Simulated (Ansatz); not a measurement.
# C₂H₆SSi: how energies converge with the basis set

One table from this session's results is given with a row withheld; the runs are named, their logs left out.

Program: Ansatz 0.2.0, Gaussian basis. Level of theory: one geometry, several basis sets. These are calculated values, not measurements.

Levels to be run: PBE0-D4/def2-SVP; ωB97M-V/def2-SVP; PBE0-D4/def2-QZVPP; ωB97M-V/def2-QZVPP; the functionals' def2-TZVPP values are taken from earlier runs.

## The relaxed structure

The geometry comes from an earlier relaxation with PBE0-D4 in a triple-zeta def2 set; it is a stationary point, not always the lowest conformer.

SMILES `CC([SiH3])=S`, 10 atoms, charge 0, spin multiplicity 1.

Atoms are counted from 1 here; the program's logs count them from 0.

Bond lengths: C1–C2 1.488 Å, C1–H5 1.097 Å, C1–H6 1.090 Å, C1–H7 1.096 Å, C2–Si3 1.895 Å, C2–S4 1.619 Å, Si3–H8 1.483 Å, Si3–H9 1.482 Å, Si3–H10 1.491 Å. Angles: C2–C1–H5 109.9°, C2–C1–H6 111.9°, C2–C1–H7 109.9°, H5–C1–H6 109.7°, H5–C1–H7 105.6°, H6–C1–H7 109.7°, C1–C2–Si3 120.3°, C1–C2–S4 123.6°, Si3–C2–S4 116.1°, C2–Si3–H8 108.5°, C2–Si3–H9 108.9°, C2–Si3–H10 110.8°, H8–Si3–H9 110.3°, H8–Si3–H10 109.0°, H9–Si3–H10 109.3°.

Set-up of the first run:

Contents of in.yaml:

```yaml
crystal:
  periodic: [false, false, false]
  atoms:
    - {symbol: C, position_ang: [-0.270384, 1.268896, -0.696894]}
    - {symbol: C, position_ang: [-0.666285, 0.005104, -0.017446]}
    - {symbol: Si, position_ang: [0.655790, -1.175574, 0.654006]}
    - {symbol: S, position_ang: [-2.204440, -0.456286, 0.188295]}
    - {symbol: H, position_ang: [0.382317, 1.046012, -1.549357]}
    - {symbol: H, position_ang: [-1.137261, 1.836276, -1.036745]}
    - {symbol: H, position_ang: [0.331050, 1.884543, -0.017599]}
    - {symbol: H, position_ang: [0.566532, -2.454475, -0.092292]}
    - {symbol: H, position_ang: [0.406063, -1.403554, 2.097187]}
    - {symbol: H, position_ang: [2.019819, -0.602242, 0.473644]}
basis:
  gaussian: {orbitals: def2-SVP}
hamiltonian: {xc: pbe0, dispersion: d4}
output: {orbitals: {seedname: orbitals}}
```

Run with:

```bash
> ansatz run in.yaml --threads 2 --pin off --events-out ev --progress --plain --max-ram 4352MiB
```

Among the steps run: PBE0-D4 in def2-SVP; ωB97M-V in def2-SVP; PBE0-D4 in def2-QZVPP; ωB97M-V in def2-QZVPP.

One table of the session follows, with a row left open; its other results are not shown here.

It belongs to the step «Density functionals: the series». 

| functional | basis | HOMO (eV) | LUMO (eV) |
| --- | --- | --- | --- |
| PBE0-D4 | def2-SVP | -6.26 | -2.35 |
| PBE0-D4 | def2-TZVPP | -6.39 | -2.49 |
| PBE0-D4 | def2-QZVPP | -6.42 | -2.53 |
| ωB97M-V | def2-SVP | ? | ? |
| ωB97M-V | def2-TZVPP | -8.56 | -0.35 |
| ωB97M-V | def2-QZVPP | -8.60 | -0.41 |

Estimate the missing values for ωB97M-V, def2-SVP.

**Answer.** HOMO (eV): -8.41; LUMO (eV): -0.12. In the column «HOMO (eV)» it lies between ωB97M-V, def2-TZVPP (-8.56) and PBE0-D4, def2-QZVPP (-6.42).
